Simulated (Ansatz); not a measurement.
Something may be wrong with this Ansatz 0.2.0 calculation of ScRu3.

The input input.yaml:

```yaml
crystal:
  lattice:
    - [3.938437, 0.0, 0.0]
    - [0.0, 3.938437, 0.0]
    - [0.0, 0.0, 3.938437]
  atoms:
    - { symbol: Ru, position: [0.5, 0.5, 0.0] }
    - { symbol: Ru, position: [0.5, 0.0, 0.5] }
    - { symbol: Ru, position: [0.0, 0.5, 0.5] }
    - { symbol: Sc, position: [0.0, 0.0, 0.0] }
hamiltonian:
  xc: pbesol
  pseudopotentials: { kind: paw }
kpoints:
  mp_grid: { grid: [7, 7, 7] }
scf:
  occupations: { method: fermi_dirac, width: 0.05 }
  max_iter: 80
output:
  forces: true
  stress: true
  eigenvalues: true
relax:
  f_tol: 0.01
  max_steps: 40
  cell: { stress_tol: 0.05 }
basis:
  ecutrho_ratio: 0
```

Potentials or basis: Ansatz PAW.

Run with:

```console
$ ansatz run input.yaml --threads 2 --pin off --max-ram 5632MiB --backend cpu --events-out ev --progress --plain --runs-dir out
```

Output:

```text
Error: invalid value for `basis.ecutrho_ratio`: must be in [1, 1024]; got 0
```

Task: Diagnose the run.

Result: The input was rejected before any iteration. The input holds a flaw that was put in on purpose: a density cutoff under the waves' (basis.ecutrho_ratio = 0).

A sound run on the same cell differs in these lines of the main input:
```diff
@@ -18 +17,0 @@
-  max_iter: 80
@@ -27,2 +25,0 @@
-basis:
-  ecutrho_ratio: 0
```
